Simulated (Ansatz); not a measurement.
# Ti3H: the cost of one run

Method: DFT PBE, scalar-relativistic, plane waves, PAW, in Ansatz 0.2.0.

**1. The starting structure**

It takes space group Pm-3m (No. 221, cubic). Conventional cell: a = 3.975 Å, b = 3.975 Å, c = 3.975 Å, α = 90.00°, β = 90.00°, γ = 90.00°. Ti (site symmetry 4/mmm) has 2 H at 1.99 Å as nearest neighbours. Around H (site symmetry m-3m) lie 6 Ti at 1.99 Å.

As a file:

```cif
data_structure
_symmetry_space_group_name_H-M 'P 1'
_symmetry_Int_Tables_number 1
_cell_length_a 3.9752
_cell_length_b 3.9752
_cell_length_c 3.9752
_cell_angle_alpha 90.000
_cell_angle_beta 90.000
_cell_angle_gamma 90.000
_cell_volume 62.82
loop_
_atom_site_label
_atom_site_type_symbol
_atom_site_fract_x
_atom_site_fract_y
_atom_site_fract_z
_atom_site_occupancy
Ti1 Ti 0.00000 0.50000 0.50000 1
Ti2 Ti 0.50000 0.00000 0.50000 1
Ti3 Ti 0.50000 0.50000 0.00000 1
H1 H 0.50000 0.50000 0.50000 1
```

It is the end of an earlier relaxation with the same method, from a generated guess; it needn't be the stable form of this composition. At a tolerance of 0.05 Å it has space group Pm-3m (No. 221); it has 15.70 Å³/atom, an uncorrected energy of +0.42 eV/atom over the elements.

**2. Bands, states and charges**

input.yaml reads:

```yaml
crystal:
  lattice:
    - [3.9752377532, 0.0, 0.0]
    - [0.0, 3.9752377532, 0.0]
    - [0.0, 0.0, 3.9752377532]
  atoms:
    - { symbol: Ti, position: [0.0, 0.5, 0.5] }
    - { symbol: Ti, position: [0.5, 0.0, 0.5] }
    - { symbol: Ti, position: [0.5, 0.5, 0.0] }
    - { symbol: H, position: [0.5, 0.5, 0.5] }
basis:
  ecutwfc: 420
kpoints:
  mp_grid: { grid: [12, 12, 12] }
  band_path:
    path:
      - [[0.0, 0.0, 0.0], [0.0, 0.5, 0.0], [0.5, 0.5, 0.0], [0.0, 0.0, 0.0], [0.5, 0.5, 0.5], [0.0, 0.5, 0.0]]
      - [[0.5, 0.5, 0.5], [0.5, 0.5, 0.0]]
    npoints: 14
hamiltonian:
  xc: pbe
scf:
  occupations: { method: gaussian, width: 0.1 }
  n_extra_bands: 10
output:
  forces: true
  stress: true
  eigenvalues: true
  populations: true
  dos: { projected: true, de: 0.02, nscf_kmesh: { grid: [15, 15, 15] } }
  bader: true
  write_density: true
  write_potential: true
  elf: true
  volumetric_format: npy
```

Started as:

```bash
$ ansatz run input.yaml --threads 1 --pin off --max-ram 2560MiB --backend cpu --events-out ev --progress --plain --runs-dir out
```

**Question.** How long does this run take on 1 thread of Intel Xeon at 2.50GHz (Skylake/Cascade Lake), shared host, and how much memory does it need?

About 93 s, with a peak of 0.43 GiB.
